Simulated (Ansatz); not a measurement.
**SbW: the crystal squeezed far**

The task here is to estimate one member of a computed series from the others.

Program: Ansatz 0.2.0. Level of theory: DFT PBE, with the methods named in each step. These are calculated values, not measurements.

1 further run of the same task is left out (it didn't finish). Runs told in other sessions of the task aren't counted.

## The structure to begin with

It takes space group Pm-3m (No. 221, cubic). Conventional cell: a = 3.253 Å, b = 3.253 Å, c = 3.253 Å, α = 90.00°, β = 90.00°, γ = 90.00°. Around W (site symmetry m-3m) lie 8 Sb at 2.82 Å. Around Sb (site symmetry m-3m) lie 8 W at 2.82 Å.

As a file:

```cif
data_structure
_symmetry_space_group_name_H-M 'P 1'
_symmetry_Int_Tables_number 1
_cell_length_a 3.2534
_cell_length_b 3.2534
_cell_length_c 3.2534
_cell_angle_alpha 90.000
_cell_angle_beta 90.000
_cell_angle_gamma 90.000
_cell_volume 34.43
loop_
_atom_site_label
_atom_site_type_symbol
_atom_site_fract_x
_atom_site_fract_y
_atom_site_fract_z
_atom_site_occupancy
W1 W 0.00000 0.00000 0.00000 1
Sb1 Sb 0.50000 0.50000 0.50000 1
```

Whether this phase is the stable one at these pressures isn't tested.

Atoms are numbered in the order of the input: W1, Sb2.

Set-up of the first run:

The input, input.yaml:

```yaml
crystal:
  lattice:
    - [3.2533664788, 0.0, 0.0]
    - [0.0, 3.2533664788, 0.0]
    - [0.0, 0.0, 3.2533664788]
  atoms:
    - { symbol: W, position: [0.0, 0.0, 0.0] }
    - { symbol: Sb, position: [0.5, 0.5, 0.5] }
kpoints:
  mp_grid: { grid: [12, 12, 12] }
scf:
  occupations: { method: fermi_dirac, width: 0.08 }
hamiltonian:
  xc: pbe
  pseudopotentials: { kind: paw }
output:
  forces: true
  stress: true
relax:
  f_tol: 0.005
  max_steps: 40
  cell: {}
```

Command:

```bash
> ansatz run input.yaml --threads 1 --pin off --max-ram 2048MiB --backend cpu --events-out ev --progress --plain --runs-dir out
```

Among the steps run: Cell relaxed at zero pressure, PAW; Volume scaled by 1, PAW; Volume scaled by 0.92, PAW; Volume scaled by 0.84, PAW; Volume scaled by 0.84, PAW (cutoff 600 eV); Volume scaled by 0.76, PAW; Volume scaled by 0.68, PAW; Volume scaled by 0.68, PAW (source ansatz); Volume scaled by 0.6, PAW; Volume scaled by 0.52, PAW; Volume scaled by 0.45, PAW.

One of the session's tables, all rows but one given; the rest of the session is left out.

```
             method  volume over the first  volume (Å³/atom)  pressure (GPa)
                PAW                      1            18.456           -0.02
                PAW                   0.92                 ?               ?
                PAW                   0.84            15.503           46.31
                PAW                   0.76            14.026           91.72
                PAW                   0.68            12.550          165.47
                PAW                    0.6            11.073          288.56
                PAW                   0.52             9.597          501.89
                PAW                   0.45             8.305          833.63
PAW (cutoff 600 eV)                   0.84            15.503           46.27
PAW (source ansatz)                   0.68            12.550          165.04
```

Estimate the missing values for PAW, 0.92.

As computed: volume (Å³/atom): 16.979; pressure (GPa): 17.94. In the column «volume (Å³/atom)» it lies between PAW (cutoff 600 eV), 0.84 (15.503) and PAW, 1 (18.456).
